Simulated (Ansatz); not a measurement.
# SiC (Moissanite 3C): the cost of one run

Computed with Ansatz 0.2.0, driven from Python. Level of theory: DFT PBE, plane waves, PAW.

## (1) Starting point

Symmetry: F-43m, No. 216, cubic system. The conventional cell has a = 4.358 Å, b = 4.358 Å, c = 4.358 Å, α = 90.00°, β = 90.00°, γ = 90.00°. Si (site symmetry -43m) is surrounded by 4 C at 1.89 Å. C (site symmetry -43m) has 4 Si at 1.89 Å as nearest neighbours.

The script holds or builds the structure itself.

## (2) The script

File sic_dfpt.py:

```python
"""DFPT phonons of SiC."""

from pathlib import Path
import argparse

import ansatz as az
import numpy as np
from pymatgen.core import Lattice, Structure
from pymatgen.io.ase import AseAtomsAdaptor

parser = argparse.ArgumentParser(description="DFPT phonons of SiC.")
parser.add_argument("--xc", default="PBE", help="exchange-correlation functional")
parser.add_argument("--n-empty", type=int, default=16, help="SCF control")
parser.add_argument("--mesh", type=int, nargs=3, required=True, help="k-point sampling")
args = parser.parse_args()


def main() -> None:
    pmg_structure = Structure(
        Lattice([(0.0, 2.179, 2.179), (2.179, 0.0, 2.179), (2.179, 2.179, 0.0)]),
        ["Si", "C"],
        [
            (0.0, 0.0, 0.0),
            (0.25, 0.25, 0.25),
        ],
    )
    system = az.Crystal.from_ase(AseAtomsAdaptor.get_atoms(pmg_structure))

    model = (
        system.calculation()
        .functional(args.xc)
        .basis(28 * az.Ry, xc_grid=1)
        .accuracy("low")
        .occupations(az.OccupationsMethod.FIXED)
        .scf(extra_bands=args.n_empty, self_checks="low")
        .kpoints(*args.mesh)
        .phonons("dfpt", points=[(0, 0, 0), (0.5, 0, 0)])
    )
    done = model.run(runs_dir="runs")
    ph = done.phonons

    for q in ph.qpoints:
        print("q =", np.round(q.q_frac, 3), "1/cm:", " ".join(f"{w:.1f}" for w in q.omega_inv_cm))


if __name__ == "__main__":
    main()
```

## (3) Running it

Command:

```console
$ python sic_dfpt.py --mesh 8 8 8
```

**Question.** How long does this script take on 1 thread of Arm Neoverse V2, shared host, and how much memory does it need?

About 8.8 s, with a peak of 0.57 GiB.
